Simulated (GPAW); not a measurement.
# GaN (P6_3mc) in GPAW: further runs

The runs below take GaN through band structure, single point, with LDA, GLLB-SC, TB-mBJ.

Program: GPAW 26.7.0. These are calculated values, not measurements. Logs are shortened: lines on timing, memory, paths and dates and some standing lists are left out, and cuts for length are marked. The log counts tension as positive stress, the text compression.

**Experimental background.**

“Studying electronic properties in GaN without electrical contacts using γ-γ vs e−-γ Perturbed Angular Correlations”, 2019, pmc:6823545 quotes, for a bulk crystal of GaN: band gap 3.503 ± 0.005 eV (direct).

The runs below are set against these values where they give the same quantity.

### Step 1. The structure

Symmetry: P6_3mc, No. 186, hexagonal system. The conventional cell has a = 3.190 Å, b = 3.190 Å, c = 5.189 Å, α = 90.00°, β = 90.00°, γ = 120.00°. Ga (site symmetry 3m) is surrounded by 4 N at 1.95 Å. Around N (site symmetry 3m) lie 4 Ga at 1.95 Å.

### Step 2. Band structure, LDA

Contents of run.py:

```python
from ase import Atoms
from ase.dft.bandgap import bandgap
from ase.io import write
from ase.units import GPa
from gpaw import GPAW, PW

atoms = Atoms(['Ga', 'Ga', 'N', 'N'],
              cell=[[3.19, 0.0, 0.0],
                    [-1.595, 2.7626210381, 0.0],
                    [0.0, 0.0, 5.189]],
              scaled_positions=[[0.6666666667, 0.3333333333, 0.0],
                                [0.3333333333, 0.6666666667, 0.5],
                                [0.6666666667, 0.3333333333, 0.375],
                                [0.3333333333, 0.6666666667, 0.875]],
              pbc=True)

calc = GPAW(mode=PW(800),
            xc='LDA',
            kpts={'size': (7, 7, 4), 'gamma': True},
            occupations={'name': 'fermi-dirac', 'width': 0.05},
            nbands=18,
            convergence={'density': 1e-05, 'energy': 1e-05},
            maxiter=150,
            txt='gpaw.txt')
atoms.calc = calc
energy = atoms.get_potential_energy()
forces = atoms.get_forces()
stress = atoms.get_stress()
calc.write('gs.gpw')
write('result.traj', atoms)
print(f'Energy: {energy:.6f} eV')
print('Forces (eV/A):')
print(forces.round(4))
print('Stress (GPa):', (stress / GPa).round(3))
print('Fermi level:', round(calc.get_fermi_level(), 4), 'eV')
print(f'Gap: {bandgap(calc)[0]:.4f} eV, direct: {bandgap(calc, direct=True)[0]:.4f} eV')

path = atoms.cell.bandpath('GMKGALHA,LM,KH', npoints=80, eps=1e-4)
bs_calc = calc.fixed_density(kpts=path, symmetry='off', nbands=29,
                             convergence={'bands': 'CBM+6.0', 'eigenstates': 1e-6}, txt='bands.txt')
bs = bs_calc.band_structure()
bs.write('bs.json')
print(f'Gap on the path: {bandgap(bs_calc)[0]:.4f} eV')
```

Potentials or basis: the program's PAW data sets (release 1.2.1) made for this functional, pw.

Started as:

```console
> OMP_NUM_THREADS=1 python run.py
```

gpaw.txt:

```text
__  _  _
 | _ |_)|_||  |
 |__||  | ||/\| - 26.7.0

Input parameters:
  mode=PW(ecut=800.0),
  convergence={'density': 1e-05, 'energy': 1e-05},
  kpts=MonkhorstPack(size=(7, 7, 4), gamma=True),
  maxiter=150,
  nbands=18,
  occupations=Occupations(name='fermi-dirac', width=0.05),
  xc=XC(name='LDA')

Diagonalizing LCAO Hamiltonian
Converting LCAO to pw mode

        N

        Ga
           N

           Ga

Atoms  # Å, Bohr magnetons
|   | symbol |         x |        y |        z |    initial magnetic moments |
|---|--------|-----------|----------|----------|-----------------------------|
| 0 |     Ga |  1.595000 | 0.920874 | 0.000000 | ( 0.0000,  0.0000,  0.0000) |
| 1 |     Ga | -0.000000 | 1.841747 | 2.594500 | ( 0.0000,  0.0000,  0.0000) |
| 2 |      N |  1.595000 | 0.920874 | 1.945875 | ( 0.0000,  0.0000,  0.0000) |
| 3 |      N | -0.000000 | 1.841747 | 4.540375 | ( 0.0000,  0.0000,  0.0000) |

Unit cell  # Å
| periodic |         x |        y |        z |  lengths |     angles |
|----------|-----------|----------|----------|----------|------------|
|      yes |  3.190000 | 0.000000 | 0.000000 | 3.190000 |  90.000000 |
|      yes | -1.595000 | 2.762621 | 0.000000 | 3.190000 |  90.000000 |
|      yes |  0.000000 | 0.000000 | 5.189000 | 5.189000 | 120.000000 |

Number of symmetries: 6
Symmetry operations  # r_c * U_cc + t_c -> r_c
|   | kind |            matrix            |
|---|------|------------------------------|
| 0 |  σ   |  1, 1, 0,  0,-1, 0,  0, 0, 1 |
| 1 |  E   |  1, 0, 0,  0, 1, 0,  0, 0, 1 |
| 2 |  C3  |  0, 1, 0, -1,-1, 0,  0, 0, 1 |
| 3 |  σ   |  0,-1, 0, -1, 0, 0,  0, 0, 1 |
| 4 |  σ   | -1, 0, 0,  1, 1, 0,  0, 0, 1 |
| 5 |  C3  | -1,-1, 0,  1, 0, 0,  0, 0, 1 |

BZ-sampling:
  Number of BZ points: 196
  Number of IBZ points: 28

  Monkhorst-Pack size: [7, 7, 4]
  Monkhorst-Pack shift: [0.0, 0.0, 0.125]

K-points  # in reciprocal-cell coordinates
|     |                                coordinates |     weight |
|-----|--------------------------------------------|------------|
|   0 | (  0.00000000,   0.00000000,   0.00000000) | 0.00510204 |
|   1 | (  0.00000000,   0.00000000,   0.25000000) | 0.01020408 |
|   2 | (  0.00000000,   0.00000000,   0.50000000) | 0.00510204 |
|   3 | (  0.14285714,   0.00000000,  -0.25000000) | 0.03061224 |
|   4 | (  0.14285714,   0.00000000,   0.00000000) | 0.03061224 |
|   5 | (  0.14285714,   0.00000000,   0.25000000) | 0.03061224 |
|   6 | (  0.14285714,   0.00000000,   0.50000000) | 0.03061224 |
|   7 | (  0.28571429,  -0.14285714,   0.00000000) | 0.03061224 |
|   8 | (  0.28571429,  -0.14285714,   0.25000000) | 0.06122449 |
|   9 | (  0.28571429,  -0.14285714,   0.50000000) | 0.03061224 |
| ... |                                            |            |
|  27 | (  0.42857143,   0.42857143,   0.50000000) | 0.03061224 |

Plane wave coefficients: 2388
Cutoff: 800.0 eV

Spin-components: 1 (collinear spins)
Bands:           18
Projectors:      20
Spin-degeneracy: 2
Datatype:        complex128

Parallelization:
  kpt:    1
  domain: 1
  band:   1

Density:
  Valence electrons: 16.0
  Components: 1
  Grid points: [21 21 35]
  Charge: 0.0  # |e|

Potential:
  Grid points: [21 21 35]

species:
  Ga:
    name:    Gallium
    Z:       31.0
    valence: 3
    core:    28
    charge:  0.0  # [|e|]
    compensation charges:
      type: gauss
      rc: 0.37  # [Å]
      lmax: 2
    cutoffs:
      filter: 2.06  # [Å]
      core: 4.17  # [Å]
    projectors
    | kind |    occ | energy [eV] | rcut [Å] |
    |------|--------|-------------|----------|
    |   4s |  2.000 |      -9.167 |    1.164 |
    |   4p |  1.000 |      -2.734 |    1.164 |
    |    s |        |      18.045 |    1.164 |
    |    p |        |      24.478 |    1.164 |
    |    d |        |       0.000 |    1.164 |

    Using partial waves for Ga as LCAO basis

  N:
    name:    Nitrogen
    Z:       7.0
    valence: 5
    core:    2
    charge:  0.0  # [|e|]
    compensation charges:
      type: gauss
      rc: 0.18  # [Å]
      lmax: 2
    cutoffs:
      filter: 1.11  # [Å]
      core: 0.96  # [Å]
    projectors
    | kind |    occ | energy [eV] | rcut [Å] |
    |------|--------|-------------|----------|
    |   2s |  2.000 |     -18.420 |    0.603 |
    |   2p |  3.000 |      -7.237 |    0.529 |
    |    s |        |       8.791 |    0.603 |
    |    p |        |      19.974 |    0.529 |
    |    d |        |       0.000 |    0.577 |

    Using partial waves for N as LCAO basis

Reference energy: -108557.861093  # eV

eigensolver:
  PPCG
  Converge bands: occupied
  niter=2

density mixing:
  MSR1-Mixer
  Pratt-step length: 0.05
  Maximum mixing coefficient: 0.75
  Old densities: 10
  SVD Regularization: 0.005
  Good broyden scale: 1.0
  Trust region scale: 1.0
  Backstep threshold: 4.0
  History deletion threshold: 6.0
  Fourier metric: weight=20.0, sigma=0.015

occupation numbers:
  Fermi-Dirac:
    width: 0.0500  # eV

poisson solver:
  ecut: 6400.0  # eV

xc functional:
  name: None

convergence criteria:
[... 6 lines left out ...]
|iter     | |      energy | eigst |  dens |
|---------|-|-------------|-------|-------|
|iter:   1| |  -31.365846 | -0.16 |       |
|iter:   2| |  -30.411072 | -1.86 | -0.57 |
|iter:   3| |  -27.822667 | -0.58 | -0.63 |
|iter:   4| |  -27.795683 | -2.90 | -1.30 |
|iter:   5| |  -27.786418 | -3.42 | -1.58 |
|iter:   6| |  -27.786396 | -5.56 | -2.85 |
|iter:   7| |  -27.786399c| -6.35 | -3.24 |
|iter:   8| |  -27.786399c| -7.47c| -4.24 |
|iter:   9| |  -27.786399c| -7.55c| -4.50 |
|iter:  10| |  -27.786399c| -8.27c| -5.07c|

Converged in 10 steps
Energy contributions relative to reference atoms: (reference = -108557.861093)

Energy contributions:
  Kinetic:          66.711439
  Coulomb:         -59.085016
  Zero:              0.298371
  External:          0.000000
  Xc:              -35.711193
  Entropy:          -0.000000
  Spinorbit:         0.000000
  ----------------------------
  Free energy:     -27.786399
  Extrapolated:    -27.786399

dipole moment: (-0.000022, -0.000041, -11.719396)  # |e|*Ang

Fermi level: 7.039
Eigenvalues  # (at kpt = [0.000, 0.000, 0.000])
| band index |      eig [eV] | occ [0-2] |
|------------|---------------|-----------|
|          0 |        -9.719 |     2.000 |
|          1 |        -7.297 |     2.000 |
|          2 |        -1.047 |     2.000 |
|          3 |         5.013 |     2.000 |
|          4 |         5.013 |     2.000 |
|          5 |         5.997 |     2.000 |
[... 8 lines left out ...]
|         14 |        17.677 |     0.000 |
|         15 |        17.677 |     0.000 |
|        ... |               |           |
|         17 |        21.250 |     0.000 |

Gap: 2.038 eV
Transition (v -> c):
  (s=0, k=0, n=7, [0.00, 0.00, 0.00]) -> (s=0, k=0, n=8, [0.00, 0.00, 0.00])
No difference between direct/indirect transitions

Forces  # eV/Ang
|        x |       y |        z |
|----------|---------|----------|
| -0.00000 | 0.00000 | -0.14515 |  # Ga   0
|  0.00000 | 0.00000 | -0.14515 |  # Ga   1
|  0.00000 | 0.00000 |  0.14520 |  # N    2
|  0.00000 | 0.00000 |  0.14505 |  # N    3

Stress tensor  # eV/Ang^3
|         x |         y |         z |
|-----------|-----------|-----------|
| -0.002332 |  0.000000 |  0.000000 |
|  0.000000 | -0.002332 |  0.000000 |
|  0.000000 |  0.000000 | -0.011876 |

# Writing to gs.gpw (mode='')
```

It took 83 s on 1 thread of AMD EPYC 7R43 (Zen 3), shared host; peak memory 0.33 GiB.

Results:

- Free energy: -27.7864 eV
- Pressure: 0.9 GPa
- Largest force: 0.145 eV/Å
- Band gap on the k mesh: 2.04 eV, direct
- Band gap along the path: 2.04 eV, direct

Forces on the atoms (eV/Å):
```
Ga   0.000  0.000 -0.145
Ga   0.000  0.000 -0.145
N    0.000  0.000  0.145
N    0.000  0.000  0.145
```

Stress tensor (GPa, compression positive):
```
0.37 0.00 0.00
0.00 0.37 0.00
0.00 0.00 1.90
```

Levels at the corners of the path, in eV from the valence-band top:
```csv
point,band 4,band 5,band 6,band 7,band 8,band 9,band 10,band 11,band 12
Γ,-1.05,-1.05,-0.06,0.00,0.00,2.04,4.26,9.15,9.78
M,-5.32,-4.25,-2.72,-2.29,-0.98,4.98,5.58,6.00,8.57
K,-5.35,-5.30,-3.05,-3.05,-2.75,5.04,7.80,7.80,8.33
Γ,-1.05,-1.05,-0.06,0.00,0.00,2.04,4.26,9.15,9.78
A,-3.96,-0.54,-0.54,-0.54,-0.54,4.30,4.30,8.43,8.43
L,-6.68,-1.93,-1.93,-1.92,-1.92,4.36,4.36,7.72,7.72
H,-6.22,-4.25,-4.25,-1.48,-1.48,6.41,6.41,7.25,7.25
A,-3.96,-0.54,-0.54,-0.54,-0.54,4.30,4.30,8.43,8.43
L,-6.68,-1.93,-1.93,-1.92,-1.92,4.36,4.36,7.72,7.72
M,-5.32,-4.25,-2.72,-2.29,-0.98,4.98,5.58,6.00,8.57
K,-5.35,-5.30,-3.05,-3.05,-2.75,5.04,7.80,7.80,8.33
H,-6.22,-4.25,-4.25,-1.48,-1.48,6.41,6.41,7.25,7.25
```

Caveat: the cell's inner coordinates are idealised or old, which leaves forces on the atoms.

### Step 3. Single point, GLLB-SC

Contents of run.py:

```python
from ase import Atoms
from ase.dft.bandgap import bandgap
from ase.io import write
from gpaw import GPAW, PW

atoms = Atoms(['Ga', 'Ga', 'N', 'N'],
              cell=[[3.19, 0.0, 0.0],
                    [-1.595, 2.7626210381, 0.0],
                    [0.0, 0.0, 5.189]],
              scaled_positions=[[0.6666666667, 0.3333333333, 0.0],
                                [0.3333333333, 0.6666666667, 0.5],
                                [0.6666666667, 0.3333333333, 0.375],
                                [0.3333333333, 0.6666666667, 0.875]],
              pbc=True)

calc = GPAW(mode=PW(800),
            xc='GLLBSC',
            kpts={'size': (7, 7, 4), 'gamma': True},
            occupations={'name': 'fermi-dirac', 'width': 0.05},
            nbands=18,
            convergence={'density': 1e-05, 'energy': 1e-05},
            maxiter=150,
            txt='gpaw.txt')
atoms.calc = calc
energy = atoms.get_potential_energy()
calc.write('gs.gpw')
write('result.traj', atoms)
print('Fermi level:', round(calc.get_fermi_level(), 4), 'eV')
print(f'Gap: {bandgap(calc)[0]:.4f} eV, direct: {bandgap(calc, direct=True)[0]:.4f} eV')
```

Potentials or basis: the program's PAW data sets (release 1.2.1) made for this functional, pw.

Started as:

```console
> OMP_NUM_THREADS=1 python run.py
```

It took 56 s on 1 thread of AMD EPYC 7R43 (Zen 3), shared host; peak memory 0.17 GiB.

It converged, with:

| Quantity | Value |
| --- | --- |
| Band gap on the k mesh, Kohn-Sham part alone | 2.31 eV, direct |

Levels at points of the mesh, in eV from the valence-band top:
| k point | band 4 | band 5 | band 6 | band 7 | band 8 | band 9 | band 10 | band 11 | band 12 | band 13 |
| --- | --- | --- | --- | --- | --- | --- | --- | --- | --- | --- |
| (0.00, 0.00, 0.00) | -0.94 | -0.94 | -0.05 | 0.00 | 0.00 | 2.31 | 4.92 | 9.78 | 10.78 | 10.78 |
| (0.00, 0.00, 0.50) | -3.72 | -0.48 | -0.48 | -0.48 | -0.48 | 4.73 | 4.73 | 9.24 | 9.24 | 11.25 |

Caveat: a model potential gives levels but no total energy; the cell's inner coordinates are idealised or old, which leaves forces on the atoms.

### Step 4. Single point, TB-mBJ

run.py: that of step 3 with these lines changed.

```diff
@@ -16,3 +16,3 @@
 calc = GPAW(mode=PW(800),
-            xc='GLLBSC',
+            xc='TB09',
             kpts={'size': (7, 7, 4), 'gamma': True},
@@ -21,2 +21,3 @@
             convergence={'density': 1e-05, 'energy': 1e-05},
+            eigensolver='cg',
             maxiter=150,
```

Potentials or basis: GPAW PAW data sets for LDA (gpaw-data 1.2.1), pw.

Started as:

```console
> OMP_NUM_THREADS=1 python run.py
```

Run time: 2.6 min. Hardware: 1 thread of AMD EPYC 7R43 (Zen 3), shared host; peak memory 0.23 GiB.

It converged, with:

```
Band gap on the k mesh : 3.41 eV, direct
```

Levels at points of the mesh, in eV from the valence-band top:
```tsv
k point	band 4	band 5	band 6	band 7	band 8	band 9	band 10	band 11	band 12	band 13
(0.00, 0.00, 0.00)	-0.93	-0.93	-0.05	0.00	0.00	3.41	5.87	10.91	11.36	11.36
(0.00, 0.00, 0.50)	-3.57	-0.48	-0.48	-0.48	-0.48	5.74	5.74	10.10	10.10	11.78
```

Caveat: a model potential gives levels but no total energy; the PAW data sets were made with another functional, which shifts forces and pressure a little; the cell's inner coordinates are idealised or old, which leaves forces on the atoms.

### Step 5. Overview

```csv
task,level,potentials or basis,band path,band points,gap on the mesh (eV)
band structure,LDA,"the program's PAW data sets (release 1.2.1) made for this functional, pw","GMKGALHA,LM,KH",80,2.04
single point,GLLB-SC,"the program's PAW data sets (release 1.2.1) made for this functional, pw",-,-,-
single point,TB-mBJ,"GPAW PAW data sets for LDA (gpaw-data 1.2.1), pw",-,-,3.41
```

Alike in all rows: no spin polarisation; cell as given; k mesh 7 × 7 × 4; cutoff (eV) 800; smearing fermi-dirac 0.05 eV.

Caveats: the cell's inner coordinates are idealised or old, which leaves forces on the atoms; a model potential gives levels but no total energy (some runs); the PAW data sets were made with another functional, which shifts forces and pressure a little (some runs).

Absolute energies hang on the potentials; compare differences alone.

### Step 6. Against experiment

Step 2. A measured gap of GaN is 3.503 eV (direct; quoted in “Studying electronic properties in GaN without electrical contacts using γ-γ vs e−-γ Perturbed Angular Correlations”, 2019, pmc:6823545); the calculated 2.04 eV misses it by -1.46 eV. Spin-orbit coupling on Ga is left out. The value is that of LDA, without temperature or zero-point motion. Semilocal functionals fall short of measured gaps as a rule.

Step 3. The gap isn't set beside the deposited one, since the derivative discontinuity is missing.

Step 4. Against the measured gap of GaN, 3.503 eV (direct; quoted in “Studying electronic properties in GaN without electrical contacts using γ-γ vs e−-γ Perturbed Angular Correlations”, 2019, pmc:6823545), the calculated 3.41 eV is off by -0.09 eV. Spin-orbit coupling on Ga is left out. The value is that of TB-mBJ, without temperature or zero-point motion.
